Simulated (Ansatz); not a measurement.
**C (Fmmm): convergence test of the plane-wave cutoff from a Python script**

How high a cutoff does C (Fmmm) need? Wanted for C (Fmmm): a convergence test of the plane-wave cutoff.

All numbers are computed with Ansatz 0.2.0 through its Python package. Level of theory: DFT LDA, plane waves, PAW.

### 1 The system

Symmetry: Fmmm, No. 69, orthorhombic system. Conventional cell: a = 2.456 Å, b = 4.254 Å, c = 6.696 Å, α = 90.00°, β = 90.00°, γ = 90.00°. C (site symmetry m2m) is surrounded by 3 C at 1.42 Å.

No structure file is read: the coordinates are typed or built in the script.

### 2 The code

c_ecut.py

```python
import warnings

import ansatz as az
import matplotlib.pyplot as plt

FUNCTIONAL = "lda"
FILLING = "fermi_dirac"
SMEARING_WIDTH = 0.15

warnings.simplefilter("ignore", az.DeckWarning)

xtal = (
    az.Lattice.of((0.0, 2.127, 3.348), (1.228, 0.0, 3.348), (1.228, 2.127, 0.0))
    .atom("C", (1 / 6, 5 / 6, 1 / 6))
    .atom("C", (5 / 6, 1 / 6, 5 / 6))
)

setup = (
    xtal.calculation()
    .functional(FUNCTIONAL)
    .kpoints(11, shift=0.5)
    .occupations(FILLING, width=SMEARING_WIDTH)
    .stress()
)

rows = []
for value in [250, 350, 450, 550, 650, 750]:
    rep = setup.basis(value).run().report
    rows.append((value, rep["free_energy_ev"] / len(rep["lattice"]["sites"]), rep["n_iterations"], sum(rep["stress_gpa"][i][i] for i in range(3)) / 3, rep["n_pw"]))

print(" cutoff (eV)   F/atom (eV)    iterations       P (GPa)   plane waves")
for row in rows:
    print(f"{str(row[0]):>12s}  {row[1]:12.5f}  {row[2]:12d}  {row[3]:12.3f}  {row[4]:12d}")

for row in rows[:-1]:
    shift = 1000 * (row[1] - rows[-1][1])
    print(f"{row[0]}: {shift:+.2f} meV/atom" + ("  (within 2 meV)" if abs(shift) < 2 else ""))
plt.figure(figsize=(4.5, 3))
plt.plot([str(row[0]) for row in rows], [1000 * (row[1] - rows[-1][1]) for row in rows], "o-")
plt.xlabel("cutoff (eV)")
plt.ylabel("F - F(last) (meV/atom)")
plt.tight_layout()
plt.savefig("ecut.png", dpi=100)
```

### 3 The calls as engine input

The package turns the script's settings into the engine's input (first run):

```yaml
crystal:
  lattice:
    - [0.0, 2.127, 3.348]
    - [1.228, 0.0, 3.348]
    - [1.228, 2.127, 0.0]
  atoms:
    - { symbol: C, position: [0.16666666666666666, 0.8333333333333334, 0.16666666666666666] }
    - { symbol: C, position: [0.8333333333333334, 0.16666666666666666, 0.8333333333333334] }
basis:
  ecutwfc: 250.0
kpoints:
  mp_grid:
    grid: [11, 11, 11]
    shift: [0.5, 0.5, 0.5]
hamiltonian:
  xc: lda
scf:
  occupations:
    method: fermi_dirac
    width: 0.15
output:
  stress: true
```

### 4 The run

Launch:

```sh
$ python c_ecut.py
```

The program printed:

```text
 cutoff (eV)   F/atom (eV)    iterations       P (GPa)   plane waves
         250    -242.40762             6         7.961           155
         350    -242.94977             6        -3.663           263
         450    -242.98350             6        -3.797           381
         550    -242.98474             6        -3.804           517
         650    -242.98525             6        -3.826           661
         750    -242.98550             6        -3.836           827
250: +577.88 meV/atom
350: +35.73 meV/atom
450: +2.00 meV/atom
550: +0.77 meV/atom  (within 2 meV)
650: +0.25 meV/atom  (within 2 meV)
```

It took 46 s on 1 thread of Arm Neoverse V2, shared host; peak memory 0.59 GiB.

### 5 What changed from run to run

The engine's inputs for some of the other runs:

Run 3, against run 1:

```diff
@@ -10 +10 @@
-  ecutwfc: 250.0
+  ecutwfc: 450.0
```

Run 4, against run 1:

```diff
@@ -10 +10 @@
-  ecutwfc: 250.0
+  ecutwfc: 550.0
```

Run 6, against run 1:

```diff
@@ -10 +10 @@
-  ecutwfc: 250.0
+  ecutwfc: 750.0
```

### 6 The engine's runs

The 6 runs, in the order started:

```csv
run,cutoff (eV),energy from run 6 (meV/atom),pressure (GPa),SCF cycles,CPU time (s)
1,250,577.88,7.96,6,3.7
2,350,35.73,-3.66,6,4.9
3,450,2.00,-3.80,6,6.8
4,550,0.77,-3.80,6,8.6
5,650,0.25,-3.83,6,9.7
6,750,0.00,-3.84,6,11
```

Energies are free energies F = E - TS of the smeared occupations. 

### 7 Summary of results

```
                              quantity           value
                         runs compared               6
       last run but one, from the last  +0.25 meV/atom
within 5 meV/atom of the last run from             450
```

What this shows: Runs 1, 2: each has a cutoff under the recommended one, so what rests on them isn't a property of the system. From 550 eV on it stays within 2 meV an atom of the value at 750 eV; the first row (250 eV) is off by 577.9 meV and the last but one by 0.25 meV. The energy falls steadily, as expected when plane waves are added. The pressure moves from 7.96 to -3.84 GPa (the program's stress holds a Pulay correction, so it settles early). The last run costs about 3.0 times the first. What to keep in mind:
- The mesh has less symmetry than the crystal, which the program warned of.
- Pressure is positive in compression.
- This isn't the structure that C takes at ambient conditions.
- Shifts are counted from the last row, which is itself no proven limit.
